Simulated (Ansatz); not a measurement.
# Ta2N: the cost of one run

Method: DFT LDA, scalar-relativistic, plane waves, PAW, in Ansatz 0.2.0.

40 further runs of the same task are left out: 40 set aside as unsound or not needed.

## (1) The system as given

It takes space group P-31m (No. 162, trigonal). Conventional cell: a = 5.229 Å, b = 5.229 Å, c = 4.884 Å, α = 90.00°, β = 90.00°, γ = 120.00°. Ta (site symmetry m) has 3 N at 2.12 to 2.14 Å as nearest neighbours. Around N (site symmetry 32) lie 6 Ta at 2.14 Å. Around N (site symmetry -3m) lie 6 Ta at 2.12 Å.

Structure file:

```cif
data_structure
_symmetry_space_group_name_H-M 'P 1'
_symmetry_Int_Tables_number 1
_cell_length_a 5.2289
_cell_length_b 5.2289
_cell_length_c 4.8835
_cell_angle_alpha 90.000
_cell_angle_beta 90.000
_cell_angle_gamma 120.000
_cell_volume 115.63
loop_
_atom_site_label
_atom_site_type_symbol
_atom_site_fract_x
_atom_site_fract_y
_atom_site_fract_z
_atom_site_occupancy
Ta1 Ta 0.66693 0.66693 0.75260 1
Ta2 Ta 0.00000 0.33307 0.75260 1
Ta3 Ta 0.33307 0.00000 0.75260 1
Ta4 Ta 0.33307 0.33307 0.24740 1
Ta5 Ta 0.00000 0.66693 0.24740 1
Ta6 Ta 0.66693 0.00000 0.24740 1
N1 N 0.66667 0.33333 0.50000 1
N2 N 0.33333 0.66667 0.50000 1
N3 N 0.00000 0.00000 0.00000 1
```

It goes back to an entry of the Materials Project, which need not be the stable form.

It is the result of an earlier relaxation at this level (volume 12.85 Å³/atom; gap on the mesh: none (metal)).

## (2) What is varied

Atoms count from 1 in the order of the input.

The energy is mapped over a free internal coordinate and the cell.

First coordinate, shift of Ta1 along [1 1 0], its symmetry partners moved as symmetry demands (measured in the relaxed cell): 9 values from −0.250 Å. Second coordinate, c/a of the conventional cell at fixed volume: 9 values from 0.859 to 1.009.

Nothing else is relaxed (all other coordinates fixed). Energies count from the relaxed crystal. Points are written as (first, second).

## (3) Point (0.188 Å, 0.859)

input.yaml

```yaml
crystal:
  lattice:
    - [5.376313884, 0.0, 0.0]
    - [-2.688156942, 4.6560244023, 0.0]
    - [0.0, 0.0, 4.6193288891]
  atoms:
    - { symbol: Ta, position: [0.7027876405, 0.7027876405, 0.7526041962] }
    - { symbol: Ta, position: [0.0, 0.2972123595, 0.7526041962] }
    - { symbol: Ta, position: [0.2972123595, 0.0, 0.7526041962] }
    - { symbol: Ta, position: [0.2972123595, 0.2972123595, 0.2473958038] }
    - { symbol: Ta, position: [0.0, 0.7027876405, 0.2473958038] }
    - { symbol: Ta, position: [0.7027876405, 0.0, 0.2473958038] }
    - { symbol: "N", position: [0.6666666667, 0.3333333333, 0.5] }
    - { symbol: "N", position: [0.3333333333, 0.6666666667, 0.5] }
    - { symbol: "N", position: [0.0, 0.0, 0.0] }
basis:
  ecutwfc: 520.0
kpoints:
  mp_grid: { grid: [9, 9, 8] }
hamiltonian:
  xc: lda
  pseudopotentials: { kind: paw, azcp: { folder: soft_1 } }
scf:
  occupations: { method: gaussian, width: 0.15 }
output:
  forces: true
  stress: true
  eigenvalues: true
```

Launch:

```sh
$ ansatz run input.yaml --threads 4 --pin off --max-ram 8192MiB --backend cpu --events-out ev --progress --plain --runs-dir out
```

What time and memory should one allow on 4 threads of AMD EPYC 7R43 (Zen 3), shared host?

About 8.7 s, with a peak of 0.86 GiB.
